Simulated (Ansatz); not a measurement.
# C8H16: one species, many methods

An exercise on one series of results from a longer session: the logs are not shown, and one member is left open.

The runs use Ansatz 0.2.0, Gaussian basis; functionals in def2-TZVPP, the program's frozen cores in correlated methods.

Plan: LDA (SPW92), PBE-D4, revPBE-D4, BLYP-D4, r2SCAN-D4, B97M-V, PBE0-D4, B3LYP-D4, r2SCANh-D4, r2SCAN0-D4, HSE06-D4, BHLYP-D4, CAM-B3LYP-D4, LC-ωPBE, ωB97X-V, ωB97M-V, B2PLYP, PBE-QIDH; CCSD(T)/def2-SVP; CCSD(T)/def2-TZVPP; MP2/def2-QZVPP; extrapolation to the limit; RPA on PBE.

## Structure used throughout

The geometry comes from an earlier relaxation with PBE0-D4 in a triple-zeta def2 set; it is a stationary point, not always the lowest conformer.

24 atoms, charge 0, spin multiplicity 1.

Atoms are counted from 1 here; the program's logs count them from 0.

Bond lengths: C1–C2 1.518 Å, C1–H9 1.095 Å, C1–H10 1.093 Å, C1–H11 1.093 Å, C2–C3 1.525 Å, C2–C8 1.525 Å, C2–H12 1.100 Å, C3–C4 1.523 Å, C3–H13 1.097 Å, C3–H14 1.095 Å, C4–C5 1.529 Å, C4–H15 1.095 Å, C4–H16 1.097 Å, C5–C6 1.524 Å, C5–C7 1.529 Å, C5–H17 1.097 Å, C6–H18 1.093 Å, C6–H19 1.092 Å and more. Angles: C2–C1–H9 110.7°, C2–C1–H10 111.4°, C2–C1–H11 111.4°, H9–C1–H10 107.6°, H9–C1–H11 107.6°, H10–C1–H11 107.9°, C1–C2–C3 111.6°, C1–C2–C8 111.6°, C1–C2–H12 108.3°, C3–C2–C8 110.1°, C3–C2–H12 107.5°, C8–C2–H12 107.5°, C2–C3–C4 112.0°, C2–C3–H13 108.8°, C2–C3–H14 109.8°, C4–C3–H13 110.2°, C4–C3–H14 109.9°, H13–C3–H14 106.0° and more.

The first run:

The input, in.yaml:

```yaml
crystal:
  periodic: [false, false, false]
  atoms:
    - {symbol: C, position_ang: [1.008895, -2.520696, -0.238235]}
    - {symbol: C, position_ang: [0.761054, -1.127879, 0.312588]}
    - {symbol: C, position_ang: [1.182591, -0.048364, -0.678196]}
    - {symbol: C, position_ang: [0.922329, 1.352343, -0.140664]}
    - {symbol: C, position_ang: [-0.534513, 1.565845, 0.272818]}
    - {symbol: C, position_ang: [-1.466680, 1.661217, -0.928473]}
    - {symbol: C, position_ang: [-0.959189, 0.467925, 1.249118]}
    - {symbol: C, position_ang: [-0.697694, -0.932197, 0.710661]}
    - {symbol: H, position_ang: [0.418343, -2.688351, -1.144689]}
    - {symbol: H, position_ang: [2.061233, -2.666178, -0.496867]}
    - {symbol: H, position_ang: [0.730697, -3.291481, 0.485621]}
    - {symbol: H, position_ang: [1.371157, -1.001089, 1.219251]}
    - {symbol: H, position_ang: [0.638393, -0.199939, -1.618865]}
    - {symbol: H, position_ang: [2.244260, -0.162259, -0.921426]}
    - {symbol: H, position_ang: [1.212866, 2.103171, -0.882884]}
    - {symbol: H, position_ang: [1.563375, 1.516456, 0.734125]}
    - {symbol: H, position_ang: [-0.592651, 2.523580, 0.803584]}
    - {symbol: H, position_ang: [-2.494701, 1.852277, -0.609155]}
    - {symbol: H, position_ang: [-1.474204, 0.744467, -1.522045]}
    - {symbol: H, position_ang: [-1.165475, 2.477084, -1.590992]}
    - {symbol: H, position_ang: [-0.399675, 0.593697, 2.184134]}
    - {symbol: H, position_ang: [-2.017836, 0.584568, 1.503491]}
    - {symbol: H, position_ang: [-0.980792, -1.678200, 1.460733]}
    - {symbol: H, position_ang: [-1.331753, -1.126009, -0.163634]}
basis:
  gaussian: {orbitals: def2-TZVPP}
hamiltonian: {xc: lda}
output: {orbitals: {seedname: orbitals}}
```

Command:

```sh
$ ansatz run in.yaml --threads 4 --pin off --events-out ev --progress --plain --max-ram 66560MiB --backend cuda --devices 0, --max-vram 37GiB
```

Among the steps run: LDA; PBE-D4 (GGA); revPBE-D4 (GGA); BLYP-D4 (GGA); r2SCAN-D4 (meta-GGA); B97M-V (meta-GGA); PBE0-D4 (hybrid); B3LYP-D4 (hybrid); r2SCANh-D4 (hybrid); r2SCAN0-D4 (hybrid); HSE06-D4 (hybrid); BHLYP-D4 (hybrid); CAM-B3LYP-D4 (range-separated); LC-ωPBE (range-separated); ωB97X-V (range-separated); ωB97M-V (range-separated); B2PLYP (double hybrid); PBE-QIDH (double hybrid).

One of the session's tables, all rows but one given; the rest of the session is left out.

It belongs to the step «Frontier levels by functional». 

| functional | HOMO (eV) | LUMO (eV) | gap (eV) |
| --- | --- | --- | --- |
| LDA (SPW92) | -6.89 | 0.11 | 7.00 |
| PBE-D4 | -6.82 | 0.28 | 7.10 |
| revPBE-D4 | -6.77 | 0.37 | 7.14 |
| BLYP-D4 | -6.74 | 0.29 | 7.03 |
| r2SCAN-D4 | -7.06 | 0.98 | 8.03 |
| B97M-V | -7.23 | 0.38 | 7.61 |
| PBE0-D4 | -8.11 | 1.07 | 9.19 |
| B3LYP-D4 | -7.94 | 0.75 | 8.70 |
| r2SCANh-D4 | -7.54 | 1.21 | 8.75 |
| r2SCAN0-D4 | -8.27 | 1.53 | 9.80 |
| HSE06-D4 | ? | ? | ? |
| BHLYP-D4 | -9.39 | 1.68 | 11.07 |
| CAM-B3LYP-D4 | -9.51 | 1.84 | 11.36 |
| LC-ωPBE | -10.80 | 3.12 | 13.92 |
| ωB97X-V | -10.50 | 2.89 | 13.39 |
| ωB97M-V | -10.38 | 2.48 | 12.86 |

Q: Estimate the row for HSE06-D4 from the others.

**Answer.** HOMO (eV): -7.71; LUMO (eV): 0.71; gap (eV): 8.42. In the column «HOMO (eV)» it lies between B3LYP-D4 (-7.94) and r2SCANh-D4 (-7.54).
